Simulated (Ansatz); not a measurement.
# BH₆NOSi₂: a ladder of functionals and wavefunction methods

Aim: compute BH₆NOSi₂ with functionals from several rungs and with coupled cluster. The yardstick is the atomisation energy at the CCSD(T) limit.

The runs use Ansatz 0.2.0, Gaussian basis; functionals in def2-TZVPP, the program's frozen cores in correlated methods.

Plan: LDA (SPW92), PBE-D4, revPBE-D4, BLYP-D4, r2SCAN-D4, B97M-V, PBE0-D4, B3LYP-D4, r2SCANh-D4, r2SCAN0-D4, HSE06-D4, BHLYP-D4, CAM-B3LYP-D4, LC-ωPBE, ωB97X-V, ωB97M-V, B2PLYP, PBE-QIDH; CCSD(T)/def2-SVP; CCSD(T)/def2-TZVPP; MP2/def2-QZVPP; extrapolation to the limit; RPA on PBE.

### Step 1. Structure used throughout

The geometry comes from an earlier relaxation with PBE0-D4 in a triple-zeta def2 set; it is a stationary point, not always the lowest conformer.

11 atoms, charge 0, spin multiplicity 1.

Atoms are counted from 1 here; the program's logs count them from 0.

Bond lengths: B1–Si2 1.961 Å, B1–Si5 2.040 Å, B1–H6 1.205 Å, B1–H7 1.205 Å, Si2–O3 1.624 Å, Si2–N4 1.673 Å, O3–H8 0.961 Å, N4–Si5 1.808 Å, N4–H9 1.007 Å, Si5–H10 1.490 Å, Si5–H11 1.490 Å. Angles: Si2–B1–Si5 78.1°, Si2–B1–H6 112.5°, Si2–B1–H7 112.7°, Si5–B1–H6 116.1°, Si5–B1–H7 116.3°, H6–B1–H7 115.5°, B1–Si2–O3 143.4°, B1–Si2–N4 98.1°, O3–Si2–N4 118.5°, Si2–O3–H8 121.0°, Si2–N4–Si5 92.8°, Si2–N4–H9 137.0°, Si5–N4–H9 130.2°, B1–Si5–N4 91.0°, B1–Si5–H10 119.6°, B1–Si5–H11 119.5°, N4–Si5–H10 108.5°, N4–Si5–H11 108.5° and more.

### Step 2. LDA

This LDA is Slater exchange with PW92 correlation.

Contents of in.yaml:

```yaml
crystal:
  periodic: [false, false, false]
  atoms:
    - {symbol: B, position_ang: [-0.717179, 1.346951, 0.101795]}
    - {symbol: Si, position_ang: [0.192147, 0.041275, -1.043927]}
    - {symbol: O, position_ang: [0.654628, -0.253709, -2.572120]}
    - {symbol: N, position_ang: [0.545208, -1.095806, 0.130714]}
    - {symbol: Si, position_ang: [-0.225080, -0.113476, 1.438776]}
    - {symbol: H, position_ang: [-1.888549, 1.452901, -0.159265]}
    - {symbol: H, position_ang: [-0.111661, 2.383894, 0.197180]}
    - {symbol: H, position_ang: [1.120715, -1.062261, -2.800607]}
    - {symbol: H, position_ang: [1.000903, -1.993189, 0.173485]}
    - {symbol: H, position_ang: [0.797875, 0.163410, 2.486516]}
    - {symbol: H, position_ang: [-1.303509, -0.926990, 2.068054]}
basis:
  gaussian: {orbitals: def2-TZVPP}
hamiltonian: {xc: lda}
output: {orbitals: {seedname: orbitals}}
```

The runs that follow: PBE-D4 (GGA); revPBE-D4 (GGA); BLYP-D4 (GGA); r2SCAN-D4 (meta-GGA); B97M-V (meta-GGA); PBE0-D4 (hybrid); B3LYP-D4 (hybrid); r2SCANh-D4 (hybrid); r2SCAN0-D4 (hybrid); HSE06-D4 (hybrid); BHLYP-D4 (hybrid); CAM-B3LYP-D4 (range-separated); LC-ωPBE (range-separated); ωB97X-V (range-separated); ωB97M-V (range-separated); B2PLYP (double hybrid); PBE-QIDH (double hybrid); CCSD(T) in def2-SVP; CCSD(T) in def2-TZVPP; MP2 in def2-QZVPP; RPA on PBE orbitals.

Before running them: what should the planned runs give, taken together? Wanted: atomisation energy, CCSD(T)/CBS; farthest beyond LDA; mean size of error, GGA; mean size of error, meta-GGA; mean size of error, hybrid; mean size of error, range-separated; mean size of error, double hybrid; gap, smallest and largest; T1 diagnostic.

**Answer**, as computed:

```
                               quantity                                                      value
        atomisation energy, CCSD(T)/CBS                                                  40.134 eV
    functionals within 0.201 eV (0.5 %)  BLYP-D4, PBE0-D4, B3LYP-D4, r2SCANh-D4, HSE06-D4, LC-ωPBE
                    farthest beyond LDA                                       BHLYP-D4 (-1.119 eV)
                mean size of error, GGA                                                   0.340 eV
           mean size of error, meta-GGA                                                   0.302 eV
             mean size of error, hybrid                                                   0.288 eV
    mean size of error, range-separated                                                   0.234 eV
      mean size of error, double hybrid                                                   0.399 eV
              gap, smallest and largest                  4.31 eV (LDA (SPW92)), 10.94 eV (LC-ωPBE)
                          T1 diagnostic                                                     0.0142
triples share of the correlation energy                                                      4.1 %
```

In words: The LDA atomisation energy is off by 5.853 eV (15 %): it overbinds. PBE-D4 is off by +0.687 eV. Double hybrids carry the basis error of their MP2 part in triple zeta, and no dispersion term here, so their miss is partly the set-up's. By mean error the best rung here is range-separated (0.234 eV) and the worst beyond LDA is double hybrid (0.399 eV). The gap between the best rungs is small, so their order is not settled. The reference freezes the cores and leaves out relativity and excitations past (T), so misses under about 0.201 eV can't be ranked. Hartree-Fock recovers 71 % of the binding; the rest is correlation. CCSD(T) in def2-SVP is off by -3.233 eV, worse than the median functional, from the basis alone. Orbital gaps span 4.3 to 10.9 eV; exact exchange widens them.
